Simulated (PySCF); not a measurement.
# [Sm(SH)4]−: other functionals and bases at one geometry

One table from this session's results is given with a row withheld; the runs are named, their logs left out.

The runs use PySCF 2.14.0; several levels, as the steps say, no spin–orbit coupling.

1 further run of the same task is left out (for a known fault of the program).

### Where the work starts

9 atoms, charge -1, spin multiplicity 1.

Bond lengths: Sm1–S2 2.705 Å, Sm1–S4 2.705 Å, Sm1–S6 2.705 Å, Sm1–S8 2.705 Å, S2–H3 1.355 Å, S4–H5 1.355 Å, S6–H7 1.355 Å, S8–H9 1.355 Å. Angles: S2–Sm1–S4 107.6°, S2–Sm1–S6 110.5°, S2–Sm1–S8 110.3°, S4–Sm1–S6 110.3°, S4–Sm1–S8 110.5°, S6–Sm1–S8 107.6°, Sm1–S2–H3 88.8°, Sm1–S4–H5 88.8°, Sm1–S6–H7 88.8°, Sm1–S8–H9 88.8°.

Geometry (Å):

| atom | x (Å) | y (Å) | z (Å) |
| --- | --- | --- | --- |
| Sm1 | 0.00000 | 0.00000 | 0.00131 |
| S2 | 1.48007 | 1.60335 | 1.59949 |
| H3 | 1.83723 | 0.51050 | 2.31713 |
| S4 | -1.48007 | -1.60335 | 1.59949 |
| H5 | -1.83723 | -0.51050 | 2.31713 |
| S6 | 1.60037 | -1.48505 | -1.59566 |
| H7 | 0.50788 | -1.83722 | -2.31592 |
| S8 | -1.60037 | 1.48505 | -1.59566 |
| H9 | -0.50788 | 1.83722 | -2.31592 |

Formal oxidation states: Sm +3. Each metal's 5 4f electrons lie in its core potential, so multiplicities, spins and levels count the valence alone. An earlier session relaxed this geometry at PBE0, Sm lcecp-1-SVP with ECP51, S def2-SVP, H def2-SVP (singlet, point group S4).

At PBE0 on the finer grid: E = -1629.127163 Eh, HOMO -3.08 eV, LUMO 2.85 eV, Mulliken charge on Sm1 +0.61 e, largest force component 0.006 eV/Å. 

Levels to run: TPSS; M06-L; PBE0, TZVP. Hardware: 2 threads of Arm Neoverse V1, shared host.

Set-up of the first run:

run.py (the lines that set the calculation) reads:

```python
mol = gto.M(atom='''
Sm     0.00000     0.00000     0.00131
S      1.48007     1.60335     1.59949
H      1.83723     0.51050     2.31713
S     -1.48007    -1.60335     1.59949
H     -1.83723    -0.51050     2.31713
S      1.60037    -1.48505    -1.59566
H      0.50788    -1.83722    -2.31592
S     -1.60037     1.48505    -1.59566
H     -0.50788     1.83722    -2.31592''',
    basis={'Sm': 'lcecp-1-SVP', 'S': 'def2-SVP', 'H': 'def2-SVP'},
    ecp={'Sm': 'lcecp-1-SVP'},
    charge=-1, spin=0)
mf = dft.RKS(mol, xc='TPSS')
mf.grids.atom_grid = (75, 302)  # f atoms: unpruned, at least (60, 302)
mf = mf.density_fit()  # fitting sets: Sm AutoAux, S def2-universal-JKFIT, H def2-universal-JKFIT
mf.conv_tol = 1e-08; mf.max_cycle = 55
mf.kernel(dm0)  # dm0: the density of the relaxed state
```

Launch:

```sh
$ OMP_NUM_THREADS=2 python run.py
```

Steps of the session up to this table: TPSS; M06-L; PBE0, TZVP.

One of the session's tables, all rows but one given; the rest of the session is left out.

| level | HOMO (eV) | gap (eV) | charge on Sm1 (e) | largest force component (eV/Å) |
| --- | --- | --- | --- | --- |
| PBE0 (relaxed here) | -3.08 | 5.93 | 0.61 | 0.01 |
| TPSS | ? | ? | ? | ? |
| M06-L | -2.10 | 4.79 | 0.85 | 0.18 |
| PBE0, TZVP | -3.30 | 6.02 | 1.17 | 0.18 |

**Question.** Estimate the row for TPSS.

**Answer.** HOMO (eV): -1.99; gap (eV): 4.43; charge on Sm1 (e): 0.58; largest force component (eV/Å): 0.22. In the column «HOMO (eV)» it is the highest.

In one basis the HOMO–LUMO gap runs from 4.43 eV (TPSS) to 5.93 eV (PBE0). The largest leftover force, 0.22 eV/Å with TPSS, stands at a geometry relaxed at another level. With 4f in the core, its levels are missing from HOMO and gap, and its count is fixed, so no charge can pass from the ligands into it. Total energies of different levels can't be compared.
